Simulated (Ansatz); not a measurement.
# LiSe+ (singlet): wave-function methods side by side, cc-pVDZ

An exercise on one series of results from a longer session: the logs are not shown, and one member is left open.

Method: cc-pVDZ, core rule «outside noble gas», up to 15 orbitals frozen; program: Ansatz 0.2.0, Gaussian basis.

The runs, in order: UHF; CCSD(T) on RHF; CCSD(T) on UHF; BCCD(T) on RHF; CISD; CCSDT(Q) on RHF; CCSDT(Q) on UHF; CISDTQ; CCSDTQ on RHF; Full CI.

13 further runs of the same task are left out: 4 for a known fault of the program, 1 for a mislabelled method, 5 that didn't finish, 3 set aside as unsound or not needed.

## The system

The geometry is a PBE0/def2-TZVP stationary point (not a proven minimum). No spin-orbit coupling is included. The filled d shell of Se may be among the frozen orbitals whatever the setting's name suggests; the logs give the count.

2 atoms, charge 1, spin multiplicity 1.

Atoms are counted from 1 here; the program's logs count them from 0.

Bond lengths: Se1–Li2 2.561 Å.

The first run:

File in.yaml:

```yaml
crystal:
  periodic: [false, false, false]
  atoms:
    - {symbol: Se, position_ang: [0.000000, 0.000000, 0.000000]}
    - {symbol: Li, position_ang: [0.000000, 0.000000, 2.560600]}
basis:
  gaussian: {orbitals: cc-pVDZ}
total_charge: 1
magnetization: {spin_polarized: true, initial_magnetization: 0}
hamiltonian: {xc: hf}
output: {orbitals: {seedname: orbitals}}
```

Started as:

```sh
$ ansatz run in.yaml --threads 1 --pin off --events-out ev --progress --plain --max-ram 2393MiB
```

Among the steps run: UHF; CCSD(T) on RHF; CCSD(T) on UHF; BCCD(T) on RHF; CISD; CCSDT(Q) on RHF; CCSDT(Q) on UHF; CISDTQ; CCSDTQ on RHF; Full CI.

One table of the session follows, with a row left open; its other results are not shown here.

| method | from FCI (meV) |
| --- | --- |
| RHF | +3336.6 |
| RMP2 | +1030.0 |
| CISD | +459.6 |
| RCCSD | +292.2 |
| RCCSD(T) | +168.7 |
| BCCD(T) | +171.9 |
| RCCSDT | +7.5 |
| CISDTQ | ? |
| RCCSDT(Q) | -2.9 |
| RCCSDTQ | +0.1 |
| FCI | 0 |

Q: Estimate the row for CISDTQ from the others.

The run gave: from FCI (meV): +12.4. In the column «from FCI (meV)» it lies between RCCSDT (+7.5) and RCCSD(T) (+168.7).

Left out of the table: UHF, UMP2, UCCSD, UCCSD(T), UCCSDT, UCCSDT(Q) (another determinant or state than the rows shown).

To keep in mind: The report flags that the cluster equations may have other roots. The program flags RCCSDT(Q), RCCSDTQ as in doubt, so those rows may rest on another solution; read them beside their warnings. RCCSDT(Q) falls below full CI, which methods that aren't variational can do.
